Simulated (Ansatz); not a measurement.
# Be5Au, space group F-43m: an SCF with some post-processing

With the Ansatz DFT code, driven from Python.

The script reads `be5au.vasp`:
```text
Be5Au
1.0
   0.00000000    3.04850000    3.04850000
   3.04850000    0.00000000    3.04850000
   3.04850000    3.04850000    0.00000000
Be Au
5 1
Direct
   0.62500000    0.62500000    0.62500000
   0.12500000    0.62500000    0.62500000
   0.62500000    0.62500000    0.12500000
   0.62500000    0.12500000    0.62500000
   0.25000000    0.25000000    0.25000000
   0.00000000    0.00000000    0.00000000
```

Run as a notebook:

In [1]:
```python
from collections import Counter
from pathlib import Path
import itertools

import ansatz as az
from ase.io import read
import numpy as np
from pymatgen.core import Structure
from pymatgen.symmetry.analyzer import SpacegroupAnalyzer
```

In [2]:
```python
atoms = read("be5au.vasp", format="vasp")
crystal = az.Crystal.from_ase(atoms)
```

In [3]:
```python
len(crystal.resolved().sites)
```
Out [3]:
```text
6
```

In [4]:
```python
job = (
    crystal.calculation()
    .functional("lda")
    .pseudopotentials("nc")
    .kpoints(4, center="monkhorst-pack")
    .occupations(az.OccupationsMethod.GAUSSIAN)
    .mixing("anderson", beta=0.2)
    .eigensolver("davidson", full_accuracy=True)
    .scf(lower_state_search="off")
    .density()
    .electron_localization_function()
    .output_files(volumetric_format="npy")
)
out = job.run()
r = out.report

r["n_kpoints"], r["n_symmetry_ops"], r["n_pw"]
```
```text
DeckWarning: basis.ecutwfc = 1197.300995 eV, auto-derived from the records' recommended cutoffs: set by Be (normal level)
DeckWarning: crystal.symmetry: narrowed to the stabiliser of the k-point mesh — unitary ops 24 → 6; excluded 18 operations that carry a point of the 4×4×4 mesh (shift [0.5, 0.5, 0.5]) off the mesh (the run samples exactly the mesh kpoints.mp_grid names, as under crystal.symmetry.detect: false, and its converged state has the mesh's symmetry, not the crystal's; ε∞, the Born charges and the force [...]
```
Out [4]:
```text
(10, 6, 5209)
```

In [5]:
```python
energy = r["free_energy_ev"]
print("Be5Au: {:.6f} eV = {:.6f} Ry = {:.6f} Ha".format(energy, energy / 13.605693, energy / 27.211386))
print("Fermi level {:.4f} eV, {} k-points, {} symmetry operations".format(r["fermi_energy_ev"], r["n_kpoints"], r["n_symmetry_ops"]))
```
```text
Be5Au: -5897.522828 eV = -433.459937 Ry = -216.729968 Ha
Fermi level 12.9961 eV, 10 k-points, 6 symmetry operations
```

In [6]:
```python
final = Structure(out.lattice.cell_ang, [s.symbol for s in out.lattice.sites], [s.position_frac for s in out.lattice.sites])
analyser = SpacegroupAnalyzer(final, symprec=0.01)
standard = analyser.get_conventional_standard_structure()
print(analyser.get_crystal_system(), analyser.get_space_group_symbol(), len(standard), "atoms in the conventional cell")
print("a b c (A):", [round(x, 4) for x in standard.lattice.abc], " angles:", [round(x, 2) for x in standard.lattice.angles])
print(f"mass density {float(final.density):.3f} g/cm^3")
```
```text
cubic F-43m 24 atoms in the conventional cell
a b c (A): [6.097, 6.097, 6.097]  angles: [90.0, 90.0, 90.0]
mass density 7.093 g/cm^3
```

In [7]:
```python
for index, site in enumerate(final):
    near = final.get_neighbors(site, 4.5)
    edge = 1.15 * min(n.nn_distance for n in near)
    shell = Counter((round(n.nn_distance, 2), n.specie.symbol) for n in near if n.nn_distance < edge)
    print(f"{index:2d} {site.specie.symbol:2s}", ", ".join(f"{count} {symbol} at {d:.2f}" for (d, symbol), count in sorted(shell.items())))
```
```text
 0 Be 6 Be at 2.16
 1 Be 6 Be at 2.16
 2 Be 6 Be at 2.16
 3 Be 6 Be at 2.16
 4 Be 12 Be at 2.53, 4 Au at 2.64
 5 Au 12 Be at 2.53, 4 Be at 2.64
```

In [8]:
```python
folder = Path(out.write_results("elf"))
elf = np.load(folder / "elf.npy")
peak = np.unravel_index(elf.argmax(), elf.shape)
print(f"largest ELF {elf.max():.3f} at grid fractions", np.round(np.array(peak) / elf.shape, 3))
for level in (0.2, 0.5, 0.7, 0.8, 0.9):
    print(f"share of the cell with ELF over {level}: {np.mean(elf > level):.3f}")
```
```text
largest ELF 1.000 at grid fractions [0.24 0.26 0.26]
share of the cell with ELF over 0.2: 0.878
share of the cell with ELF over 0.5: 0.212
share of the cell with ELF over 0.7: 0.065
share of the cell with ELF over 0.8: 0.023
share of the cell with ELF over 0.9: 0.014
```

In [9]:
```python
rho = out.density()
total = sum(channel.density_e_per_ang3 for channel in rho.channels[:2])
grid_cell = np.asarray(rho.fft_grid_basis) @ out.lattice.cell_ang
mesh = np.stack(np.meshgrid(*[np.arange(n) / n for n in rho.dims], indexing="ij"), axis=-1)
for site in out.lattice.sites:
    offset = mesh - site.position_ang @ np.linalg.inv(grid_cell)
    offset -= offset.round()
    distance = np.min([np.linalg.norm((offset + shift) @ grid_cell, axis=-1) for shift in itertools.product((-1, 0, 1), repeat=3)], axis=0)
    inside = [total[distance < radius].sum() * rho.cell_volume_ang3 / total.size for radius in (0.8, 1.0, 1.2)]
    print(site.symbol, "electrons within 0.8, 1.0, 1.2 A:", np.round(inside, 2))
```
```text
Be electrons within 0.8, 1.0, 1.2 A: [2.51 3.05 3.86]
Be electrons within 0.8, 1.0, 1.2 A: [2.51 3.05 3.86]
Be electrons within 0.8, 1.0, 1.2 A: [2.51 3.05 3.86]
Be electrons within 0.8, 1.0, 1.2 A: [2.51 3.05 3.86]
Be electrons within 0.8, 1.0, 1.2 A: [2.39 2.82 3.42]
Au electrons within 0.8, 1.0, 1.2 A: [12.32 14.94 16.72]
```

Reading the output:
- The settings weren't tested for convergence.
- For a metal this k-point mesh is coarse: on a finer one energies can move by several to tens of meV an atom and pressures by half a GPa or more, differences at one mesh by less.
- Only differences from the Fermi energy are physical; the zero of the scale is a convention.
- Spin-orbit coupling, which matters for elements this heavy, is left out.
- Grid values close to the nuclei reflect the PAW or pseudopotential construction, not the all-electron fields.
- The starting cell is as deposited in a crystallographic database; the results hold for this polymorph, which needn't be the stable one.
- Warnings are shown shortened and without file and line.
- It ran for 17 s on 1 thread of Intel(R) Xeon(R) Platinum 8488C (Sapphire Rapids) (shared host), peak memory 0.46 GiB.

(Lines on the test bed's own set-up are left out of the output.)
